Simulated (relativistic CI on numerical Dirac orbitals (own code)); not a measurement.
**Nd LII (Nd⁵¹⁺): levels and lines**

What are the lowest levels and the strongest lines of Nd⁵¹⁺? One CI run answers it; runs with one setting changed show what the result hangs on.

Program: relativistic CI on numerical Dirac orbitals (own code) version 2. Level of theory: Dirac-Coulomb-Breit CI, KLI orbitals optimised for each configuration, model QED (radiative potential, 1s self-energy scaled to tabulated hydrogen-like ionisation energies). These are calculated values, not measurements, unless marked.

## (1) Starting point

| Quantity | Value |
| --- | --- |
| ion | Nd⁵¹⁺ (Nd LII) |
| nuclear charge | 60 |
| electrons | 9 |
| isotope | A = 142 |
| first configuration typed | [He] 2s2 2p5 |

The outer shells:

first configuration typed
```
[He] core
2s [↑↓]
2p [↑↓][↑↓][↑ ]
```

## (2) CI with the chosen configurations

Settings, as recorded:

```ini
atom Nd  Z=60  charge=51  electrons=9
nucleus A=142  rms_radius_fm=4.9123
hamiltonian dirac-coulomb  breit=on  qed=on  c_scale=1
orbitals kli  potential=per-configuration
slater_scale 1
correlation none
mixing on
configurations
  [He] 2s2 2p5
  [He] 2s 2p6
  [He] 2p6 3s
  [He] 2p6 3p
  [He] 2p6 3d
  [He] 2s2 2p4 3s
  [He] 2s2 2p4 3p
  [He] 2s2 2p4 3d
  [He] 2s 2p5 3s
  [He] 2s 2p5 3p
  [He] 2s 2p5 3d
  [He] 2s2 2p4 4s
  [He] 2s2 2p4 4p
  [He] 2s2 2p4 4d
  [He] 2s2 2p4 4f
  [He] 2s 2p5 4s
end
```

## (3) Non-relativistic limit (c × 1000)

Changes to the settings of step 2:

```diff
@@ -2,3 +2,3 @@
 nucleus A=142  rms_radius_fm=4.9123
-hamiltonian dirac-coulomb  breit=on  qed=on  c_scale=1
+hamiltonian dirac-coulomb  breit=off  qed=off  c_scale=1000
 orbitals kli  potential=per-configuration
```

## (4) The first 3 configurations alone

Settings, as recorded:

```ini
atom Nd  Z=60  charge=51  electrons=9
nucleus A=142  rms_radius_fm=4.9123
hamiltonian dirac-coulomb  breit=on  qed=on  c_scale=1
orbitals kli  potential=per-configuration
slater_scale 1
correlation none
mixing on
configurations
  [He] 2s2 2p5
  [He] 2s 2p6
  [He] 2p6 3s
end
```

(Steps that only read results are left out.)

Q: Predict the outcome of this session. Wanted: lowest level; first excitation; lowest level of the other parity; fastest E1 line; ionisation energy.

The runs gave:

| run | time | mean size of shift, levels followed (cm⁻¹) | lowest level | ionisation energy (eV) |
| --- | --- | --- | --- | --- |
| main run | 0.38 s | 0 | 2p5 2P°3/2 | 10001 |
| non-relativistic limit (c × 1000) | 0.17 s | 2258224 | 2p5 2P°3/2 | - |
| the first 3 configurations alone | 0.05 s | 3269 | 2p5 2P°3/2 | - |

The tabulated theoretical ionisation energy (NIST) is 10002 eV.

| quantity | value |
| --- | --- |
| lowest level | 2p5 2P°3/2 |
| first excitation | 2p5 2P°1/2, 536.58 eV |
| lowest level of the other parity | 2s 2p6 2S1/2, 889.61 eV |
| levels in the model | 207 |
| fastest E1 line (by rate) to the lowest level among the lowest 200 of 207 levels | 0.1950 nm, from 2p4 3d [2p1/2 2p3/2^3 3d3/2] J=5/2 (ii) |
| ionisation energy | 10001 eV |
| ionisation energy, tabulated theoretical (NIST) | 10002 eV |

What this shows: 2p5 2P°3/2 comes out lowest; its LS label holds 100 % and its jj label 100 %; over the low levels the means are 63 and 100 %, so jj coupling describes them better. The ionisation energy agrees with the tabulated theoretical value within its uncertainty of 4 eV. Of the changes tried, the run «non-relativistic limit (c × 1000)» moves the low levels most, by 2258224 cm⁻¹ on average. Lifetimes count radiative decay inside the model alone.
